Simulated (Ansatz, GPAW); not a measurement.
# CdTe with PBE in single-zeta orbitals from a Python script

These are simulated results from GPAW 26.7.0, not measurements. The cell began as a measured structure and was relaxed with r2SCAN in plane waves (Ansatz 0.2.0). All runs are without spin polarisation.

It is cubic, F-43m (No. 216); conventional cell a = 6.560 Å, 35.28 Å³ an atom. Around Cd lie 4 Te at 2.84 Å; around Te lie 4 Cd at 2.84 Å.

The basis is minimal: single zeta, one radial function for each shell that the log's basis lists. It describes the filled bands fairly and the empty ones poorly.

The script, run.py:

```python
import json
from ase import Atoms
from gpaw import GPAW, PW, FermiDirac

atoms = Atoms(['Cd', 'Te'],
              cell=[[0.0, 3.27990125, 3.27990125], [3.27990125, 0.0, 3.27990125], [3.27990125, 3.27990125, 0.0]],
              scaled_positions=[[0.0, 0.0, 0.0], [0.25, 0.25, 0.25]],
              pbc=True)
calc = GPAW(mode='lcao', basis='sz(dzp)', h=0.2, xc='PBE', kpts={'size': (4, 4, 4), 'gamma': True},
            occupations=FermiDirac(0.02), maxiter=100, legacy_gpaw=True, txt='gpaw.txt')
atoms.calc = calc
res = {'energy': atoms.get_potential_energy(force_consistent=True)}
res['electrons'] = calc.get_number_of_electrons()
res['k'] = calc.get_ibz_k_points().tolist()
res['levels'] = [calc.get_eigenvalues(kpt=i).tolist() for i in range(len(res['k']))]
points = [[0.0, 0.0, 0.0], [-0.5, -0.5, 0.0], [-0.375, -0.375, 0.25], [-0.375, 0.0, 0.375], [0.0, 0.0, 0.5], [-0.5, -0.25, 0.25]]
bands = calc.fixed_density(kpts=points, symmetry='off', txt='bands.txt')
res['points'] = [bands.get_eigenvalues(kpt=i).tolist() for i in range(len(points))]
json.dump(res, open('results.json', 'w'))
print('free energy (eV):', round(res['energy'], 5))
```

Command: `python run.py`. It took 4.9 s on 1 thread of Arm Neoverse V1, with other jobs on the host, peak memory 0.16 GiB.

The log gpaw.txt, trimmed of paths, versions and times, then the last line on the terminal. An iter line gives the energy in eV and the logarithms of the changes of orbitals (plane waves alone) and density (c: converged):

```
___ ___ ___ _ _ _
 |   |   |_  | | | |

 | | | | | . | | | |

 |__ |  _|___|_____|  26.7.0
 |___|_|

Input parameters:
  basis: sz(dzp)
  h: 0.2
  kpts: {gamma: True,
         size: (4, 4, 4)}
  maxiter: 100
  mode: lcao
  occupations: {fixmagmom: False,
                name: fermi-dirac,
                width: 0.02}
  xc: PBE

System changes: positions, numbers, cell, pbc, initial_charges, initial_magmoms

Initialize ...

species:
  Cd:
    name:    Cadmium
    Z:       48.0
    valence: 12
    core:    36
    charge:  0.0  # [|e|]
    compensation charges:
      type: gauss
      rc: 0.38  # [Å]
      lmax: 2
    cutoffs:
      filter: 2.12  # [Å]
      core: 2.62  # [Å]
    projectors
    | kind |    occ | energy [eV] | rcut [Å] |

    |------|--------|-------------|----------|

    |   5s |  2.000 |      -5.655 |    1.191 |

    |   5p |  0.000 |      -1.186 |    1.228 |

    |   4d | 10.000 |     -11.739 |    1.164 |

    |    s |        |      21.556 |    1.191 |

    |    p |        |      26.026 |    1.228 |

    |    d |        |      15.473 |    1.164 |

    LCAO basis set for Cd:
      Name: sz(dzp)
      Number of radial functions: 3
      Number of spherical harmonics: 9
        l=0, rc=8.5781 Bohr: 5s-sz confined orbital
        l=1, rc=12.6406 Bohr: 5p-sz confined orbital
        l=2, rc=4.9062 Bohr: 4d-sz confined orbital
      Number of RI-basis functions 0

  Te:
    name:    Tellurium
    Z:       52.0
    valence: 6
    core:    46
    charge:  0.0  # [|e|]
    compensation charges:
      type: gauss
      rc: 0.36  # [Å]
      lmax: 2
    cutoffs:
      filter: 2.09  # [Å]
      core: 3.17  # [Å]
    projectors
    | kind |    occ | energy [eV] | rcut [Å] |

    |------|--------|-------------|----------|

    |   5s |  2.000 |     -15.089 |    1.180 |

    |   5p |  4.000 |      -5.955 |    1.196 |

    |    s |        |      12.123 |    1.180 |

    |    p |        |      21.256 |    1.196 |

    |    d |        |       0.000 |    1.238 |

    LCAO basis set for Te:
      Name: sz(dzp)
      Number of radial functions: 2
      Number of spherical harmonics: 4
        l=0, rc=6.2500 Bohr: 5s-sz confined orbital
        l=1, rc=8.0156 Bohr: 5p-sz confined orbital
      Number of RI-basis functions 0

Reference energy: -336963.801770  # eV

Spin-paired calculation

Convergence criteria:
 Maximum [total energy] change in last 3 cyles: 0.0005 eV / valence electron
 Maximum integral of absolute [dens]ity change: 0.0001 electrons / valence electron
 Maximum integral of absolute [eigenst]ate change: 4e-08 eV^2 / valence electron
 Maximum number of scf [iter]ations: 100
 (Square brackets indicate name in SCF output, whereas a 'c' in
 the SCF output indicates the quantity has converged.)

Symmetries present (total): 24

  ( 1  0  0)  ( 1  0  0)  ( 1  0 -1)  ( 1  0 -1)  ( 1 -1  0)  ( 1 -1  0)
  ( 0  1  0)  ( 0  0  1)  ( 0  1 -1)  ( 0  0 -1)  ( 0 -1  1)  ( 0 -1  0)
  ( 0  0  1)  ( 0  1  0)  ( 0  0 -1)  ( 0  1 -1)  ( 0 -1  0)  ( 0 -1  1)

  ( 0  1  0)  ( 0  1  0)  ( 0  1 -1)  ( 0  1 -1)  ( 0  0  1)  ( 0  0  1)
  ( 1  0  0)  ( 0  0  1)  ( 1  0 -1)  ( 0  0 -1)  ( 1  0  0)  ( 0  1  0)
  ( 0  0  1)  ( 1  0  0)  ( 0  0 -1)  ( 1  0 -1)  ( 0  1  0)  ( 1  0  0)

  ( 0  0 -1)  ( 0  0 -1)  ( 0 -1  1)  ( 0 -1  1)  ( 0 -1  0)  ( 0 -1  0)
  ( 1  0 -1)  ( 0  1 -1)  ( 1 -1  0)  ( 0 -1  0)  ( 1 -1  0)  ( 0 -1  1)
  ( 0  1 -1)  ( 1  0 -1)  ( 0 -1  0)  ( 1 -1  0)  ( 0 -1  1)  ( 1 -1  0)

  (-1  1  0)  (-1  1  0)  (-1  0  1)  (-1  0  1)  (-1  0  0)  (-1  0  0)
  (-1  0  1)  (-1  0  0)  (-1  1  0)  (-1  0  0)  (-1  1  0)  (-1  0  1)
  (-1  0  0)  (-1  0  1)  (-1  0  0)  (-1  1  0)  (-1  0  1)  (-1  1  0)

64 k-points: 4 x 4 x 4 Monkhorst-Pack grid + [1/8,1/8,1/8]
8 k-points in the irreducible part of the Brillouin zone
       k-points in crystal coordinates                weights
   0:     0.00000000    0.00000000    0.00000000          1/64
   1:     0.25000000    0.25000000    0.00000000          6/64
   2:     0.25000000    0.25000000    0.25000000          8/64
   3:     0.50000000    0.25000000   -0.25000000          6/64
   4:     0.50000000    0.25000000    0.25000000         12/64
   5:     0.50000000    0.50000000    0.00000000          3/64
   6:     0.50000000    0.50000000    0.25000000         24/64
   7:     0.50000000    0.50000000    0.50000000          4/64

Wave functions: LCAO
  Diagonalizer: Serial LAPACK
  Atomic Correction: dense with blas
  Data-type: complex

Occupation numbers: Fermi-Dirac:
  width: 0.0200  # eV

Eigensolver
   LCAO using direct dense diagonalizer

Densities:
  Coarse grid: 20*20*20 grid
  Fine grid: 40*40*40 grid
  Total Charge: 0.000000

Density mixing:
  Method: separate
  Backend: msr1
  Linear mixing parameter: 0.05
  old densities: 10
  Width of damping distribution: 1.1
  Damping of long wavelength oscillations: 20

Hamiltonian:
  XC and Coulomb potentials evaluated on a 40*40*40 grid
  Using the PBE Exchange-Correlation functional
  Interpolation: tri-quintic (5. degree polynomial)
  Poisson solver: FastPoissonSolver using
    Stencil: 12*3+1=37 point O(h^6) finite-difference Laplacian
    FFT axes: [np.int64(0), np.int64(1), np.int64(2)]
    FST axes: []

XC parameters: PBE with 2 nearest neighbor stencil

Memory estimate:
  Process memory now: 115.07 MiB
  Calculator: 17.33 MiB
    Density: 10.81 MiB
      Arrays: 1.59 MiB
      Localized functions: 8.00 MiB
      Mixer: 1.22 MiB
    Hamiltonian: 1.58 MiB
      Arrays: 1.04 MiB
      XC: 0.00 MiB
      Poisson: 0.00 MiB
      vbar: 0.54 MiB
    Wavefunctions: 4.93 MiB
      C [qnM]: 0.02 MiB
      S, T [2 x qmm]: 0.04 MiB
      P [aqMi]: 0.00 MiB
      BasisFunctions: 4.87 MiB
      Eigensolver: 0.00 MiB

Total number of cores used: 1

Number of atoms: 2
Number of atomic orbitals: 13
Number of bands in calculation: 13
Number of valence electrons: 18
Bands to converge: occupied
Positions:
   0 Cd     0.000000    0.000000    0.000000    ( 0.0000,  0.0000,  0.0000)
   1 Te     1.639951    1.639951    1.639951    ( 0.0000,  0.0000,  0.0000)

Unit cell:
           periodic     x           y           z      points  spacing
  1. axis:    yes    0.000000    3.279901    3.279901    20     0.1894
  2. axis:    yes    3.279901    0.000000    3.279901    20     0.1894
  3. axis:    yes    3.279901    3.279901    0.000000    20     0.1894

  Lengths:   4.638481   4.638481   4.638481
  Angles:   60.000000  60.000000  60.000000

Effective grid spacing dv^(1/3) = 0.2066

iter:   1    -3.745277        c
iter:   2    -3.736586        c -1.28
iter:   3    -3.670439        c -1.31
iter:   4    -3.669053        c -2.15
iter:   5    -3.668928c       c -3.12
iter:   6    -3.668918c       c -3.64
iter:   7    -3.668918c       c -4.41c

Converged after 7 iterations.

Energy contributions relative to reference atoms: (reference = -336963.801770)

Kinetic:        +33.730518
Potential:      -29.688833
External:        +0.000000
XC:              -7.860459
Entropy (-ST):   -0.000000
Local:           +0.149857
SIC:             +0.000000
--------------------------
Free energy:     -3.668918
Extrapolated:    -3.668918

Showing only first 2 kpts
 Kpt  Band  Eigenvalues  Occupancy
  0     7      3.31965    2.00000
  0     8      3.32014    2.00000
  0     9      4.04384    0.00000
  0    10      8.62515    0.00000

  1     7      2.31941    2.00000
  1     8      2.31956    2.00000
  1     9      6.60699    0.00000
  1    10      7.19498    0.00000

Fermi level: 3.69176

Gap: 0.724 eV
Transition (v -> c):
  (s=0, k=0, n=8, [0.00, 0.00, 0.00]) -> (s=0, k=0, n=9, [0.00, 0.00, 0.00])
No difference between direct/indirect transitions

free energy (eV): -3.66892
```

The gap in the log is over the mesh alone; results.json adds the listed points. PBE in single-zeta orbitals gives a gap of 0.72 eV. On the same cell, plane-wave PBE (Ansatz, 6×6×6 k points and the special points) gives a gap of 0.66 eV and r2SCAN a gap of 1.16 eV; on shared hosts these took about 3.5 and 8.2 core-seconds on the 2-atom cell, against 4.9 for the script. Spin-orbit coupling, left out in all these runs, can cut or reorder the gap by tenths of an eV, up to about 1 eV with Pb or Bi.

No spin-orbit coupling is included; it can move band edges with weight on the heavy atoms by tenths of an eV.
